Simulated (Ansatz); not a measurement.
# GeH4+ (doublet): wave-function methods side by side at distance Ge1–H3 = 2.905 Å, 6-31G

Aim: climb from Hartree-Fock through coupled cluster and multireference methods for GeH4+ (doublet) at one geometry and basis, and see what each rung misses.

Computed with Ansatz 0.2.0, Gaussian basis. Level: 6-31G, core rule «outside noble gas», up to 14 orbitals frozen.

To be run: UHF; CCSD(T) on ROHF; CCSD(T) on UHF; BCCD(T) on ROHF; CISD; CCSDT(Q) on ROHF; CCSDT(Q) on UHF; CASSCF and MRCISD+Q, 3 electrons in 3 orbitals; CASSCF and NEVPT2, 3 electrons in 3 orbitals; CASSCF and MRCISD+Q, 7 electrons in 8 orbitals; CASSCF and MRCISD+Q(relaxed), 7 electrons in 8 orbitals; CASSCF and NEVPT2, 7 electrons in 8 orbitals; Full CI.

18 further runs of the same task are left out: 14 that didn't finish, 4 set aside as unsound or not needed.

## (1) What is computed

The geometry derives from a PBE0/def2-TZVP stationary point (not a proven minimum). One bond is set to the value named and the two fragments are kept rigid. No spin-orbit coupling is included. The filled d shell of Ge may be among the frozen orbitals whatever the setting's name suggests; the logs give the count.

5 atoms, charge 1, spin multiplicity 2.

Atoms are counted from 1 here; the program's logs count them from 0.

Bond lengths: Ge1–H2 1.565 Å, Ge1–H4 1.565 Å, Ge1–H5 1.565 Å. Angles: H2–Ge1–H4 97.5°, H2–Ge1–H5 137.7°, H4–Ge1–H5 97.5°.

## (2) UHF

Input file in.yaml:

```yaml
crystal:
  periodic: [false, false, false]
  atoms:
    - {symbol: Ge, position_ang: [0.006411, 0.011585, -0.011612]}
    - {symbol: H, position_ang: [0.567714, 1.045510, 1.020979]}
    - {symbol: H, position_ang: [-1.051152, -1.899334, 1.903844]}
    - {symbol: H, position_ang: [-0.552813, 1.042402, -1.048430]}
    - {symbol: H, position_ang: [0.574194, -1.023468, -1.039520]}
basis:
  gaussian: {orbitals: 6-31G}
total_charge: 1
magnetization: {spin_polarized: true, initial_magnetization: 1}
hamiltonian: {xc: hf}
output: {orbitals: {seedname: orbitals}}
```

Launch:

```console
$ ansatz run in.yaml --threads 1 --pin off --events-out ev --progress --plain --max-ram 2393MiB
```

Further steps of the session: CCSD(T) on ROHF; CCSD(T) on UHF; BCCD(T) on ROHF; CISD; CCSDT(Q) on ROHF; CCSDT(Q) on UHF; CASSCF and MRCISD+Q, 3 electrons in 3 orbitals; CASSCF and NEVPT2, 3 electrons in 3 orbitals; CASSCF and MRCISD+Q, 7 electrons in 8 orbitals; CASSCF and MRCISD+Q(relaxed), 7 electrons in 8 orbitals; CASSCF and NEVPT2, 7 electrons in 8 orbitals; Full CI.

Q: Predict the results of all the runs planned. Wanted: FCI below the RHF energy; RMP2 from FCI; UMP2 from FCI; RCCSD from FCI; RCCSD(T) from FCI; UCCSD(T) from FCI; RCCSDT(Q) from FCI; UCCSDT(Q) from FCI; NEVPT2 pair from FCI.

**Answer**, as computed:

| quantity | value |
| --- | --- |
| FCI below the RHF energy | -2.0473 eV |
| RMP2 from FCI | +640.1 meV |
| UMP2 from FCI | +639.4 meV |
| RCCSD from FCI | +36.9 meV |
| RCCSD(T) from FCI | +11.9 meV |
| UCCSD(T) from FCI | +11.9 meV |
| RCCSDT(Q) from FCI | +0.3 meV |
| UCCSDT(Q) from FCI | +0.3 meV |
| NEVPT2 pair from FCI | +515.1 meV |
| NEVPT2 valence from FCI | +81.3 meV |
| MRCISD+Q valence from FCI | +3.2 meV |
| levels within 1 kcal/mol (43 meV) | RCCSD, UCCSD, RCCSD(T), UCCSD(T), BCCD(T), RCCSDT, UCCSDT, RCCSDT(Q), UCCSDT(Q), MRCISD valence, MRCISD+Q valence, MRCISD+Q(relaxed) valence |
| T1 diagnostic | 0.011 |
| effectively unpaired electrons | 1.04 |

RCCSD(T) misses by +11.9 meV, 0.6 % of the correlation energy. One determinant dominates. Of the multireference levels listed MRCISD+Q(relaxed) valence comes nearest in total energy (-1.6 meV), which doesn't show that its space is the better one. These misses are within one basis, not against nature; the frozen cores of restricted and unrestricted runs differ, which can shift their rows.
